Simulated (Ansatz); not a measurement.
**GaH₃+ (doublet): from Hartree-Fock to the top rungs at distance Ga1–H3 = 1.356 Å, cc-pVTZ**

How much of the correlation energy of GaH₃+ (doublet) does each wave-function method recover here?

Method: cc-pVTZ, core rule «outside noble gas», up to 14 orbitals frozen; program: Ansatz 0.2.0, Gaussian basis.

To be run: UHF; CCSD(T) on ROHF; CCSD(T) on UHF; BCCD(T) on ROHF; CCSDT(Q) on ROHF; CCSDT(Q) on UHF; CASSCF and NEVPT2, 3 electrons in 3 orbitals.

21 further runs of the same task are left out: 10 for a known fault of the program, 6 that didn't finish, 5 set aside as unsound or not needed.

**1. The geometry**

The geometry derives from a PBE0/def2-TZVP stationary point (not a proven minimum). One bond is set to the value named and the two fragments are kept rigid. No spin-orbit coupling is included. The filled d shell of Ga may be among the frozen orbitals whatever the setting's name suggests; the logs give the count.

4 atoms, charge 1, spin multiplicity 2.

Atoms are counted from 1 here; the program's logs count them from 0.

Bond lengths: Ga1–H3 1.356 Å, Ga1–H4 1.532 Å. Angles: H3–Ga1–H4 170.9°.

**2. UHF**

Contents of in.yaml:

```yaml
crystal:
  periodic: [false, false, false]
  atoms:
    - {symbol: Ga, position_ang: [0.000000, 0.025527, -0.002431]}
    - {symbol: H, position_ang: [0.000000, -2.047064, -0.002431]}
    - {symbol: H, position_ang: [0.000000, 0.133602, -1.354118]}
    - {symbol: H, position_ang: [0.000000, 0.147632, 1.524739]}
basis:
  gaussian: {orbitals: cc-pVTZ}
total_charge: 1
magnetization: {spin_polarized: true, initial_magnetization: 1}
hamiltonian: {xc: hf}
output: {orbitals: {seedname: orbitals}}
```

The run is started by

```bash
$ ansatz run in.yaml --threads 1 --pin off --events-out ev --progress --plain --max-ram 2393MiB
```

The runs that follow: CCSD(T) on ROHF; CCSD(T) on UHF; BCCD(T) on ROHF; CCSDT(Q) on ROHF; CCSDT(Q) on UHF; CASSCF and NEVPT2, 3 electrons in 3 orbitals.

Q: Predict the results of all the runs planned. Wanted: UCCSDT(Q) below the RHF energy; RMP2 from UCCSDT(Q); UMP2 from UCCSDT(Q); RCCSD from UCCSDT(Q); RCCSD(T) from UCCSDT(Q); UCCSD(T) from UCCSDT(Q); RCCSDT(Q) from UCCSDT(Q); NEVPT2 pair from UCCSDT(Q); T1 diagnostic.

As calculated:

```
                         quantity                                                                 value
   UCCSDT(Q) below the RHF energy                                                            -2.1502 eV
              RMP2 from UCCSDT(Q)                                                       +11.07 kcal/mol
              UMP2 from UCCSDT(Q)                                                       +10.95 kcal/mol
             RCCSD from UCCSDT(Q)                                                        +0.81 kcal/mol
          RCCSD(T) from UCCSDT(Q)                                                        +0.22 kcal/mol
          UCCSD(T) from UCCSDT(Q)                                                        +0.20 kcal/mol
         RCCSDT(Q) from UCCSDT(Q)                                                        +0.02 kcal/mol
       NEVPT2 pair from UCCSDT(Q)                                                       +10.98 kcal/mol
levels within 1 kcal/mol (43 meV)  RCCSD, UCCSD, RCCSD(T), UCCSD(T), BCCD(T), RCCSDT, UCCSDT, RCCSDT(Q)
                    T1 diagnostic                                                                 0.017
```

In words: RCCSD(T) lands +0.22 kcal/mol from the yardstick (0.4 % of the correlation energy). These misses are within one basis, not against nature; the frozen cores of restricted and unrestricted runs differ, which can shift their rows.
